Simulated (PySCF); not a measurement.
# 3,4-dimethylbenzenethiol (C8H10S): geometry, NMR shifts, electronic excitations and core binding energies, part 2 of 2

PySCF 2.14.0. Atoms count from 0. Earlier steps stand in the parts before.

## (5) X-ray photoelectron lines: SCAN, X2C

Job settings and geometry (Å):

```
{"job": {"kind": "xps"}, "charge": 0, "multiplicity": 1}
C     -2.121275    -1.056918     0.006555
C     -0.676414    -0.654962     0.000294
C      0.333211    -1.616633    -0.069465
C      1.681902    -1.271420    -0.078190
C      2.051279     0.073402    -0.015945
S      3.730912     0.623022    -0.020963
C      1.048157     1.046881     0.054302
C     -0.304106     0.704019     0.063692
C     -1.350928     1.775728     0.142951
H     -2.641365    -0.694967     0.908698
H     -2.230768    -2.149657    -0.027527
H     -2.663747    -0.638291    -0.857445
H      0.057718    -2.673908    -0.118668
H      2.442531    -2.053844    -0.133716
H      4.294386    -0.599721    -0.098567
H      1.327041     2.103331     0.103368
H     -2.035775     1.735658    -0.719660
H     -0.899713     2.776899     0.169534
H     -1.974582     1.662038     1.044848
```

With the program's defaults for keys left out, this is: delta-SCF UKS SCAN, pcX-2 on the ionised atom, pcseg-1 elsewhere, spin-free X2C.

Standard output:

```text
ground state, core basis on atom 0 (C), 211 functions
  cycle   1  E = -709.87017036  |g| = 5.40e-01
  cycle   2  E = -709.81973728  |g| = 6.77e-01
  cycle   3  E = -709.95034730  |g| = 1.21e-01
  cycle   4  E = -709.95389814  |g| = 6.32e-02
  cycle   5  E = -709.95493559  |g| = 2.49e-02
  cycle   6  E = -709.95511481  |g| = 5.07e-03
  cycle   7  E = -709.95512336  |g| = 1.53e-03
  cycle   8  E = -709.95512434  |g| = 6.56e-04
  cycle   9  E = -709.95512138  |g| = 3.58e-04
  E(ground) = -709.98625043 Eh
hole in C 1s of atom 0
  cycle   1  E = -698.70881438  |g| = 1.51e+00
  cycle   2  E = -696.10621630  |g| = 2.34e+00
  cycle   3  E = -698.87062469  |g| = 7.38e-01
  cycle   4  E = -699.05364819  |g| = 6.18e-01
  cycle   5  E = -699.26066641  |g| = 1.64e-01
  cycle   6  E = -699.27272158  |g| = 6.66e-02
  cycle   7  E = -699.27496776  |g| = 2.52e-02
  cycle   8  E = -699.27532301  |g| = 7.63e-03
  cycle   9  E = -699.27535347  |g| = 4.06e-03
  cycle  10  E = -699.27536349  |g| = 2.12e-03
  cycle  11  E = -699.27536812  |g| = 1.19e-03
  cycle  12  E = -699.27537279  |g| = 8.36e-04
  cycle  13  E = -699.27537189  |g| = 7.37e-04
  cycle  14  E = -699.27537524  |g| = 6.93e-04
  cycle  15  E = -699.27537617  |g| = 6.88e-04
  cycle  16  E = -699.27538768  |g| = 5.99e-04
  cycle  17  E = -699.27540573  |g| = 7.32e-04
  cycle  18  E = -699.27540485  |g| = 6.32e-04
  cycle  19  E = -699.27540621  |g| = 4.89e-04
  E(ion) = -699.30578156 Eh   <S^2> = 0.7760   hole on atom = 1.000   binding energy = 290.630 eV
ground state, core basis on atom 1 (C), 211 functions
  cycle   1  E = -709.95836050  |g| = 5.98e-02
  cycle   2  E = -709.95828805  |g| = 2.87e-02
  cycle   3  E = -709.95835217  |g| = 2.37e-02
  cycle   4  E = -709.95847530  |g| = 6.24e-03
  cycle   5  E = -709.95848827  |g| = 1.16e-03
  cycle   6  E = -709.95848588  |g| = 2.81e-04
  E(ground) = -709.99026724 Eh
hole in C 1s of atom 1
  cycle   1  E = -698.70264123  |g| = 1.53e+00
  cycle   2  E = -696.67514930  |g| = 2.39e+00
  cycle   3  E = -698.99848910  |g| = 6.76e-01
  cycle   4  E = -699.11952810  |g| = 5.37e-01
  cycle   5  E = -699.29762433  |g| = 1.30e-01
  cycle   6  E = -699.30300173  |g| = 7.36e-02
  cycle   7  E = -699.30598661  |g| = 2.04e-02
  cycle   8  E = -699.30626209  |g| = 8.30e-03
  cycle   9  E = -699.30634011  |g| = 5.25e-03
  cycle  10  E = -699.30642882  |g| = 4.45e-03
  cycle  11  E = -699.30650151  |g| = 3.54e-03
  cycle  12  E = -699.30658746  |g| = 3.00e-03
  cycle  13  E = -699.30662284  |g| = 2.14e-03
  cycle  14  E = -699.30663623  |g| = 8.83e-04
  cycle  15  E = -699.30663953  |g| = 5.89e-04
  cycle  16  E = -699.30663914  |g| = 3.59e-04
  E(ion) = -699.33736513 Eh   <S^2> = 0.8178   hole on atom = 1.000   binding energy = 289.880 eV
ground state, core basis on atom 2 (C), 211 functions
  cycle   1  E = -709.95755365  |g| = 6.00e-02
  cycle   2  E = -709.95734731  |g| = 3.76e-02
  cycle   3  E = -709.95745462  |g| = 3.07e-02
  cycle   4  E = -709.95768059  |g| = 7.27e-03
  cycle   5  E = -709.95769574  |g| = 1.17e-03
  cycle   6  E = -709.95769666  |g| = 2.75e-04
  E(ground) = -709.98949442 Eh
hole in C 1s of atom 2
  cycle   1  E = -698.70626789  |g| = 1.52e+00
  cycle   2  E = -696.82382180  |g| = 2.28e+00
  cycle   3  E = -698.98207016  |g| = 6.93e-01
  cycle   4  E = -699.17393053  |g| = 4.62e-01
  cycle   5  E = -699.28670886  |g| = 1.66e-01
  cycle   6  E = -699.29985244  |g| = 7.02e-02
  cycle   7  E = -699.30254666  |g| = 2.25e-02
  cycle   8  E = -699.30277966  |g| = 1.62e-02
  cycle   9  E = -699.30298697  |g| = 7.74e-03
  cycle  10  E = -699.30311082  |g| = 6.18e-03
  cycle  11  E = -699.30328028  |g| = 5.34e-03
  cycle  12  E = -699.30342557  |g| = 3.76e-03
  cycle  13  E = -699.30348804  |g| = 1.85e-03
  cycle  14  E = -699.30349107  |g| = 1.09e-03
  cycle  15  E = -699.30349619  |g| = 8.52e-04
  cycle  16  E = -699.30349719  |g| = 5.44e-04
  cycle  17  E = -699.30349679  |g| = 3.37e-04
  E(ion) = -699.33420051 Eh   <S^2> = 0.8310   hole on atom = 1.000   binding energy = 289.945 eV
ground state, core basis on atom 3 (C), 211 functions
  cycle   1  E = -709.95778554  |g| = 6.08e-02
  cycle   2  E = -709.95753120  |g| = 4.13e-02
  cycle   3  E = -709.95773861  |g| = 2.91e-02
  cycle   4  E = -709.95795048  |g| = 5.04e-03
  cycle   5  E = -709.95795832  |g| = 8.66e-04
  cycle   6  E = -709.95795838  |g| = 2.54e-04
  E(ground) = -709.98968308 Eh
hole in C 1s of atom 3
  cycle   1  E = -698.70480800  |g| = 1.52e+00
  cycle   2  E = -697.36630393  |g| = 2.15e+00
  cycle   3  E = -699.10063515  |g| = 5.86e-01
  cycle   4  E = -699.17658533  |g| = 4.66e-01
  cycle   5  E = -699.29606275  |g| = 1.22e-01
  cycle   6  E = -699.30254225  |g| = 5.58e-02
  cycle   7  E = -699.30443945  |g| = 1.37e-02
  cycle   8  E = -699.30455354  |g| = 8.20e-03
  cycle   9  E = -699.30461196  |g| = 5.25e-03
  cycle  10  E = -699.30464892  |g| = 3.90e-03
  cycle  11  E = -699.30469893  |g| = 2.93e-03
  cycle  12  E = -699.30473841  |g| = 2.53e-03
  cycle  13  E = -699.30478946  |g| = 1.84e-03
  cycle  14  E = -699.30481811  |g| = 1.06e-03
  cycle  15  E = -699.30482268  |g| = 6.37e-04
  cycle  16  E = -699.30482319  |g| = 6.59e-04
  cycle  17  E = -699.30482322  |g| = 3.00e-04
  E(ion) = -699.33612266 Eh   <S^2> = 0.8034   hole on atom = 1.000   binding energy = 289.898 eV
ground state, core basis on atom 4 (C), 211 functions
  cycle   1  E = -709.95904557  |g| = 6.04e-02
  cycle   2  E = -709.95882105  |g| = 3.76e-02
  cycle   3  E = -709.95889820  |g| = 3.28e-02
  cycle   4  E = -709.95917217  |g| = 9.42e-03
  cycle   5  E = -709.95919439  |g| = 1.25e-03
  cycle   6  E = -709.95919623  |g| = 3.09e-04
  E(ground) = -709.99093092 Eh
hole in C 1s of atom 4
  cycle   1  E = -698.66994509  |g| = 1.53e+00
  cycle   2  E = -696.78652589  |g| = 2.44e+00
  cycle   3  E = -699.02125859  |g| = 6.58e-01
  cycle   4  E = -699.07296542  |g| = 5.74e-01
  cycle   5  E = -699.26578184  |g| = 1.33e-01
  cycle   6  E = -699.27406002  |g| = 4.23e-02
  cycle   7  E = -699.27508372  |g| = 1.96e-02
  cycle   8  E = -699.27539257  |g| = 9.27e-03
  cycle   9  E = -699.27555003  |g| = 8.02e-03
  cycle  10  E = -699.27571051  |g| = 7.36e-03
  cycle  11  E = -699.27594084  |g| = 5.71e-03
  cycle  12  E = -699.27617642  |g| = 3.39e-03
  cycle  13  E = -699.27617863  |g| = 1.69e-03
  cycle  14  E = -699.27618324  |g| = 1.19e-03
  cycle  15  E = -699.27618423  |g| = 5.35e-04
  cycle  16  E = -699.27618588  |g| = 2.46e-04
  E(ion) = -699.30757742 Eh   <S^2> = 0.8607   hole on atom = 1.000   binding energy = 290.709 eV
ground state, core basis on atom 5 (S), 222 functions
  cycle   1  E = -710.10404748  |g| = 4.05e-01
  cycle   2  E = -710.10397117  |g| = 4.08e-02
  cycle   3  E = -710.10314014  |g| = 6.69e-02
  cycle   4  E = -710.10427812  |g| = 1.45e-02
  cycle   5  E = -710.10432639  |g| = 7.57e-03
  cycle   6  E = -710.10433981  |g| = 1.04e-03
  cycle   7  E = -710.10434499  |g| = 1.47e-04
  E(ground) = -710.12103491 Eh
hole in S 1s of atom 5
  cycle   1  E = -617.85803384  |g| = 5.08e+00
  cycle   2  E = -615.28324218  |g| = 2.87e+00
  cycle   3  E = -602.14349603  |g| = 3.66e+00
  cycle   4  E = -619.00173241  |g| = 3.63e-01
  cycle   5  E = -618.93953239  |g| = 4.97e-01
  cycle   6  E = -619.06584957  |g| = 1.10e-01
  cycle   7  E = -619.07265067  |g| = 3.77e-02
  cycle   8  E = -619.07323329  |g| = 2.02e-02
  cycle   9  E = -619.07345629  |g| = 7.27e-03
  cycle  10  E = -619.07348530  |g| = 3.62e-03
  cycle  11  E = -619.07349341  |g| = 1.24e-03
  cycle  12  E = -619.07349449  |g| = 7.51e-04
  cycle  13  E = -619.07349628  |g| = 3.50e-04
  E(ion) = -619.08213806 Eh   <S^2> = 0.7516   hole on atom = 1.000   binding energy = 2477.295 eV
hole in S 2p of atom 5
  cycle   1  E = -703.41876089  |g| = 1.52e+00
  cycle   2  E = -701.53713373  |g| = 1.96e+00
  cycle   3  E = -703.09077913  |g| = 1.06e+00
  cycle   4  E = -703.81203480  |g| = 2.94e-01
  cycle   5  E = -703.81866650  |g| = 2.74e-01
  cycle   6  E = -703.85935896  |g| = 5.81e-02
  cycle   7  E = -703.86131710  |g| = 1.79e-02
  cycle   8  E = -703.86142597  |g| = 1.13e-02
  cycle   9  E = -703.86149356  |g| = 4.26e-03
  cycle  10  E = -703.86150436  |g| = 1.51e-03
  cycle  11  E = -703.86150549  |g| = 6.70e-04
  cycle  12  E = -703.86150622  |g| = 5.37e-04
  cycle  13  E = -703.86150733  |g| = 4.03e-04
  E(ion) = -703.88583240 Eh   <S^2> = 0.7532   hole on atom = 1.001   binding energy = 169.669 eV
  2p3/2 = 169.448 eV   2p1/2 = 170.705 eV
ground state, core basis on atom 6 (C), 211 functions
  cycle   1  E = -709.95790686  |g| = 6.11e-02
  cycle   2  E = -709.95775202  |g| = 3.48e-02
  cycle   3  E = -709.95788861  |g| = 2.77e-02
  cycle   4  E = -709.95808362  |g| = 8.82e-03
  cycle   5  E = -709.95810699  |g| = 1.96e-03
  cycle   6  E = -709.95810932  |g| = 2.23e-04
  E(ground) = -709.98993659 Eh
hole in C 1s of atom 6
  cycle   1  E = -698.70740437  |g| = 1.52e+00
  cycle   2  E = -697.38169494  |g| = 2.14e+00
  cycle   3  E = -699.12027616  |g| = 5.62e-01
  cycle   4  E = -699.18615304  |g| = 4.52e-01
  cycle   5  E = -699.29882113  |g| = 1.24e-01
  cycle   6  E = -699.30512303  |g| = 5.98e-02
  cycle   7  E = -699.30704852  |g| = 1.91e-02
  cycle   8  E = -699.30723226  |g| = 1.17e-02
  cycle   9  E = -699.30734473  |g| = 5.87e-03
  cycle  10  E = -699.30740670  |g| = 4.18e-03
  cycle  11  E = -699.30748602  |g| = 3.65e-03
  cycle  12  E = -699.30754651  |g| = 2.99e-03
  cycle  13  E = -699.30763930  |g| = 2.03e-03
  cycle  14  E = -699.30765755  |g| = 9.60e-04
  cycle  15  E = -699.30765997  |g| = 5.62e-04
  cycle  16  E = -699.30766024  |g| = 3.44e-04
  E(ion) = -699.33855303 Eh   <S^2> = 0.8131   hole on atom = 1.000   binding energy = 289.839 eV
ground state, core basis on atom 7 (C), 211 functions
  cycle   1  E = -709.95837528  |g| = 6.11e-02
  cycle   2  E = -709.95811500  |g| = 4.12e-02
  cycle   3  E = -709.95828781  |g| = 3.12e-02
  cycle   4  E = -709.95852963  |g| = 8.08e-03
  cycle   5  E = -709.95854806  |g| = 1.29e-03
  cycle   6  E = -709.95855033  |g| = 3.30e-04
  E(ground) = -709.99030470 Eh
hole in C 1s of atom 7
  cycle   1  E = -698.69651166  |g| = 1.53e+00
  cycle   2  E = -696.61389542  |g| = 2.40e+00
  cycle   3  E = -699.01179147  |g| = 6.60e-01
  cycle   4  E = -699.16348799  |g| = 4.66e-01
  cycle   5  E = -699.27983134  |g| = 1.69e-01
  cycle   6  E = -699.29317440  |g| = 7.35e-02
  cycle   7  E = -699.29612217  |g| = 2.96e-02
  cycle   8  E = -699.29659738  |g| = 1.75e-02
  cycle   9  E = -699.29685922  |g| = 8.14e-03
  cycle  10  E = -699.29701974  |g| = 7.01e-03
  cycle  11  E = -699.29723457  |g| = 5.94e-03
  cycle  12  E = -699.29743559  |g| = 4.39e-03
  cycle  13  E = -699.29750408  |g| = 2.20e-03
  cycle  14  E = -699.29750611  |g| = 1.10e-03
  cycle  15  E = -699.29751018  |g| = 8.86e-04
  cycle  16  E = -699.29751182  |g| = 5.30e-04
  cycle  17  E = -699.29751192  |g| = 3.29e-04
  E(ion) = -699.32845807 Eh   <S^2> = 0.8493   hole on atom = 1.000   binding energy = 290.124 eV
ground state, core basis on atom 8 (C), 211 functions
  cycle   1  E = -709.95517617  |g| = 5.80e-02
  cycle   2  E = -709.95508954  |g| = 2.64e-02
  cycle   3  E = -709.95507477  |g| = 2.69e-02
  cycle   4  E = -709.95524697  |g| = 7.21e-03
  cycle   5  E = -709.95526082  |g| = 9.90e-04
  cycle   6  E = -709.95526329  |g| = 1.38e-04
  E(ground) = -709.98638491 Eh
hole in C 1s of atom 8
  cycle   1  E = -698.70785149  |g| = 1.51e+00
  cycle   2  E = -695.97599687  |g| = 2.34e+00
  cycle   3  E = -698.90995047  |g| = 7.12e-01
  cycle   4  E = -699.09951797  |g| = 5.50e-01
  cycle   5  E = -699.25454343  |g| = 1.85e-01
  cycle   6  E = -699.27093515  |g| = 7.19e-02
  cycle   7  E = -699.27346217  |g| = 2.49e-02
  cycle   8  E = -699.27374821  |g| = 1.08e-02
  cycle   9  E = -699.27380653  |g| = 6.00e-03
  cycle  10  E = -699.27383099  |g| = 1.55e-03
  cycle  11  E = -699.27383461  |g| = 1.09e-03
  cycle  12  E = -699.27383843  |g| = 9.06e-04
  cycle  13  E = -699.27384149  |g| = 8.73e-04
  cycle  14  E = -699.27384327  |g| = 8.51e-04
  cycle  15  E = -699.27384594  |g| = 8.47e-04
  cycle  16  E = -699.27385312  |g| = 8.34e-04
  cycle  17  E = -699.27387259  |g| = 8.35e-04
  cycle  18  E = -699.27387347  |g| = 8.21e-04
  cycle  19  E = -699.27388636  |g| = 8.54e-04
  cycle  20  E = -699.27391554  |g| = 1.21e-03
  cycle  21  E = -699.27391024  |g| = 6.34e-04
  cycle  22  E = -699.27390245  |g| = 2.70e-03
  cycle  23  E = -699.27391808  |g| = 1.33e-03
  cycle  24  E = -699.27392066  |g| = 3.03e-04
  E(ion) = -699.30427841 Eh   <S^2> = 0.7874   hole on atom = 1.000   binding energy = 290.675 eV
```

Wall time 6 min (1 thread, shared host).

Binding energies by hole, beside the orbital energy of the ground state; the difference holds orbital relaxation and, for a density functional, its self-interaction error:

| hole | stands for | environment | ΔSCF (eV; 2p as the shell's mean) | −ε (eV) | ⟨S²⟩ |
| --- | --- | --- | --- | --- | --- |
| C1s on C0 | C0 | methyl carbon on an aromatic ring | 290.63 | 273.7 | 0.776 |
| C1s on C1 | C1 | substituted aromatic carbon | 289.88 | 273.9 | 0.818 |
| C1s on C2 | C2 | aromatic CH | 289.95 | 273.8 | 0.831 |
| C1s on C3 | C3 | aromatic CH | 289.90 | 273.9 | 0.803 |
| C1s on C4 | C4 | aromatic carbon bearing sulfur | 290.71 (doubtful) | 274.8 | 0.861 |
| S1s on S5 | S5 | thiol sulfur | 2477.29 | 2415.2 | 0.752 |
| S2p on S5 | S5 | thiol sulfur | 169.87 | 158.3 | 0.753 |
| C1s on C6 | C6 | aromatic CH | 289.84 | 273.8 | 0.813 |
| C1s on C7 | C7 | substituted aromatic carbon | 290.12 | 274.1 | 0.849 |
| C1s on C8 | C8 | methyl carbon on an aromatic ring | 290.67 | 273.7 | 0.787 |

Doubtful: the ion did not converge, its hole moved, or its ⟨S²⟩ is well above 0.75.

With the spin-orbit splitting: S5 2p3/2 169.45, 2p1/2 170.70 eV. The table gives each 2p level as the mean over the whole 2p shell (two parts 2p3/2, one part 2p1/2), which differs a little from the single hole in the log.

## (6) Outcome

What follows sums up all 2 parts.

| quantity | value |
| --- | --- |
| point group | Cs |
| rotational constants (main isotopes) | 2.93, 0.87, 0.68 GHz |
| 13C shifts against TMS (PBE0/pcSseg-1) | 142.5, 139.3, 136.6, 135.3, 130.9, 128.9, 22.3, 21.4 ppm |
| 1H shifts against TMS (PBE0/pcSseg-1, means over atoms taken as alike) | 7.00, 6.97, 6.79, 3.40, 2.16, 2.11 ppm |
| 33S shifts against CS2 (PBE0/pcSseg-1) | -8 ppm |
| lowest singlet (B3LYP/def2-SVPD) | 4.65 eV (267 nm), f = 0.013 |
| brightest single state of those computed | state 9, 6.29 eV, f = 0.395 |
| lowest triplet | 3.71 eV |
| vertical ionisation energy (ΔSCF) | 7.80 eV |
| C1s binding energies, SCAN/pcX-2 (standing for 7 of 8 atoms) | C8 290.67, C0 290.63, C7 290.12, C2 289.95, C3 289.90, C1 289.88, C6 289.84 eV |
| S1s binding energies, SCAN/pcX-2 | S5 2477.29 eV |
| S2p binding energies, SCAN/pcX-2 | S5 169.87 eV |

Over 4 steps the energy fell by 0.055 eV; of the close pairs, S5–H14 changed most, 1.332 to 1.349 Å. No frequency check was run at this level, so the end point may be a saddle. At PBE0/pcSseg-1: Shielding is most anisotropic at S5 (span 474 ppm, paramagnetic term -550 ppm). NICS(1)zz of -25 ppm above the planar ring from C1 marks a diatropic (aromatic) ring current. The lowest singlet, at 4.65 eV, is HOMO→LUMO 0.84, HOMO−1→LUMO+1 0.13 and is weak; of the 10 states computed, the strongest absorption comes from state 9 at 6.29 eV. The lowest triplet lies 0.93 eV below the lowest singlet (triplets in Tamm-Dancoff, singlets in full TDDFT). ΔSCF puts the ionisation energy at 7.80 eV, 1.87 eV above −ε(HOMO). C8 (methyl carbon on an aromatic ring) binds its C1s electron 0.84 eV more tightly than C6 (aromatic CH). Only 7 of the 8 C atoms are covered by sound results.
